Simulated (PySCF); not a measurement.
# CH6ClFOSi2: the cost of one run

Programs: PySCF 2.14.0, with density-fitted response routines of our own. Each step states its level of theory. These are calculated values for one molecule in the gas phase, unless marked as measured. Atoms count from 0, in the outputs and in this text.

**1. Starting geometry**

12 atoms, charge 0, multiplicity 1; geometry from: GFN2-xTB. The atoms were then displaced at random by about 0.01 Å, so the start is not that level's minimum.

Bonds of the start (Å): F0–Si1 1.59, Si1–C2 1.89, C2–Cl3 1.77, Si1–O4 1.60, O4–Si5 1.63, Si1–H6 1.45, C2–H7 1.08, C2–H8 1.11, Si5–H9 1.46, Si5–H10 1.47, Si5–H11 1.45.

**2. Relaxing the molecule at PBE0-D3(BJ)/def2-SVP**

The job: settings as JSON, then the geometry in Å.

```
{"job": {"xc": "PBE0", "basis": "def2-SVP", "d3": "d3bj", "grid": 1, "shake": 0.01, "kind": "geom"}, "charge": 0, "multiplicity": 1}
F      0.985210     2.218880    -0.534540
Si     0.682050     0.942690     0.367660
C      1.856550    -0.392850    -0.285890
Cl     1.529070    -1.973270     0.447460
O     -0.835110     0.531780     0.095120
Si    -2.200850    -0.337540    -0.093350
H      0.889450     1.316540     1.753880
H      1.819320    -0.516180    -1.361380
H      2.912530    -0.175040    -0.008700
H     -1.840590    -1.559510    -0.807120
H     -2.691850    -0.625490     1.266110
H     -3.066080     0.541720    -0.848280
```

Run with:

```
$ OMP_NUM_THREADS=1 python probes_run.py task.json out
```

One launch serves the whole session: the jobs run in the order shown.

Q: Estimate the wall time and peak memory of this first job on 1 thread of Arm Neoverse V1, shared host.

About 1.7 min, with a peak of 0.53 GiB.
